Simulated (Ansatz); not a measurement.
**HfN+ (triplet): from Hartree-Fock to the top rungs, def2-TZVPP**

The task here is to estimate one member of a computed series from the others.

Method: def2-TZVPP, core rule «outside noble gas», up to 5 orbitals frozen; program: Ansatz 0.2.0, Gaussian basis.

Plan: UHF; ROHF; CCSD(T) on UHF.

2 further runs of the same task are left out: 2 set aside as unsound or not needed.

### The geometry

The geometry is a PBE0/def2-TZVP stationary point (not a proven minimum) of the parent state, kept for this charge and spin. No spin-orbit coupling is included. Elements past krypton take def2 core potentials.

2 atoms, charge 1, spin multiplicity 3.

Atoms are counted from 1 here; the program's logs count them from 0.

Bond lengths: Hf1–N2 1.717 Å.

Set-up of the first run:

Input file in.yaml:

```yaml
crystal:
  periodic: [false, false, false]
  atoms:
    - {symbol: Hf, position_ang: [0.000000, 0.000000, 0.000000]}
    - {symbol: N, position_ang: [0.000000, 0.000000, 1.716545]}
basis:
  gaussian: {orbitals: def2-TZVPP}
total_charge: 1
magnetization: {spin_polarized: true, initial_magnetization: 2}
hamiltonian: {xc: hf}
output: {orbitals: {seedname: orbitals}}
```

Launch:

```bash
$ ansatz run in.yaml --threads 1 --pin off --events-out ev --progress --plain --max-ram 2816MiB --backend cpu
```

Steps of the session up to this table: UHF; ROHF; CCSD(T) on UHF.

One of the session's tables, all rows but one given; the rest of the session is left out.

It belongs to the step «Misses and costs». 

```
  method  from UCCSD(T) (meV)
    ROHF              +7226.4
     UHF              +7033.3
    UMP2               +503.7
   UCCSD                    ?
UCCSD(T)                    0
```

Q: Estimate the row for UCCSD from the others.

As computed: from UCCSD(T) (meV): +429.5. In the column «from UCCSD(T) (meV)» it lies between UCCSD(T) (0) and UMP2 (+503.7).
